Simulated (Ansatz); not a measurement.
# AlAsH (sextet): from Hartree-Fock to the top rungs, cc-pVTZ

One table from this session's results is given with a row withheld; the runs are named, their logs left out.

Method: cc-pVTZ, core rule «outside noble gas», up to 19 orbitals frozen; program: Ansatz 0.2.0, Gaussian basis.

Plan: UHF; CCSD(T) on ROHF; CCSD(T) on UHF; BCCD(T) on ROHF; CCSDT(Q) on ROHF; CCSDT(Q) on UHF.

14 further runs of the same task are left out: 9 for a known fault of the program, 5 set aside as unsound or not needed.

## The geometry

The geometry is a PBE0/def2-TZVP stationary point (not a proven minimum) of the parent state, kept for this charge and spin. No spin-orbit coupling is included. The filled d shell of As may be among the frozen orbitals whatever the setting's name suggests; the logs give the count.

3 atoms, charge 0, spin multiplicity 6.

Atoms are counted from 1 here; the program's logs count them from 0.

Bond lengths: Al1–As2 2.506 Å, As2–H3 1.536 Å. Angles: Al1–As2–H3 97.9°.

The first run:

The input, in.yaml:

```yaml
crystal:
  periodic: [false, false, false]
  atoms:
    - {symbol: Al, position_ang: [0.000000, 0.029431, 1.850804]}
    - {symbol: As, position_ang: [0.000000, -0.030581, -0.654394]}
    - {symbol: H, position_ang: [0.000000, 1.485283, -0.902155]}
basis:
  gaussian: {orbitals: cc-pVTZ}
magnetization: {spin_polarized: true, initial_magnetization: 5}
hamiltonian: {xc: hf}
output: {orbitals: {seedname: orbitals}}
```

Started as:

```
ansatz run in.yaml --threads 1 --pin off --events-out ev --progress --plain --max-ram 4096MiB --backend cpu
```

Steps of the session up to this table: UHF; CCSD(T) on ROHF; CCSD(T) on UHF; BCCD(T) on ROHF; CCSDT(Q) on ROHF; CCSDT(Q) on UHF.

One table of the session follows, with a row left open; its other results are not shown here.

| method | from UCCSDT(Q) (kcal/mol) |
| --- | --- |
| ROHF | +98.20 |
| UHF | +94.85 |
| RMP2 | +20.42 |
| UMP2 | +20.85 |
| RCCSD | +4.56 |
| UCCSD | +4.18 |
| RCCSD(T) | +1.10 |
| UCCSD(T) | +0.82 |
| BCCD(T) | +1.10 |
| RCCSDT | ? |
| UCCSDT | +0.14 |
| RCCSDT(Q) | +0.30 |
| UCCSDT(Q) | 0 |

**Question.** Estimate the row for RCCSDT.

As computed: from UCCSDT(Q) (kcal/mol): +0.44. In the column «from UCCSDT(Q) (kcal/mol)» it lies between RCCSDT(Q) (+0.30) and UCCSD(T) (+0.82).

Limits of these values: Restricted and unrestricted rows rest on different reference determinants; where their highest levels disagree by more than a few hundredths of an eV, they describe different states and don't form one ladder.
